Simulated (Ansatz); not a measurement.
A run of Ansatz 0.2.0:

Contents of input.yaml:

```yaml
crystal:
  lattice:
    - [3.7029743866, 0.0, 0.0]
    - [-1.8514871933, 3.2068698884, 0.0]
    - [0.0, 0.0, 3.694211]
  atoms:
    - { symbol: Te, position: [0.6666666667, 0.3333333333, 0.0] }
    - { symbol: Nb, position: [0.0, 0.0, 0.5] }
hamiltonian:
  xc: lda
  pseudopotentials: { kind: paw }
kpoints:
  mp_grid: { grid: [8, 8, 7] }
  band_path:
    path:
      - [[0.0, 0.0, 0.0], [0.5, 0.0, 0.0], [0.3333333333, 0.3333333333, 0.0], [0.0, 0.0, 0.0], [0.0, 0.0, 0.5], [0.5, 0.0, 0.5], [0.3333333333, 0.3333333333, 0.5], [0.0, 0.0, 0.5]]
      - [[0.5, 0.0, 0.5], [0.5, 0.0, 0.0]]
      - [[0.3333333333, 0.3333333333, 0.0], [0.3333333333, 0.3333333333, 0.5]]
    npoints: 14
scf:
  occupations: { method: fermi_dirac, width: 0.05 }
  n_extra_bands: 6
output:
  forces: true
  stress: true
  eigenvalues: true
  fatbands: true
```

Potentials or basis: Ansatz PAW.

Run with:

```console
$ ansatz run input.yaml --threads 2 --pin off --max-ram 5632MiB --backend cpu --events-out ev --progress --plain --runs-dir out
```

Hardware: 2 threads of Arm Neoverse V1, on a shared host.

**Question.** Estimate the wall time of this run.

**Answer.** It took 6.8 s on 2 threads of Arm Neoverse V1, on a shared host, peak memory 0.33 GiB. Counts: scf iterations 6, plane waves 865, k points 40, bands 21.
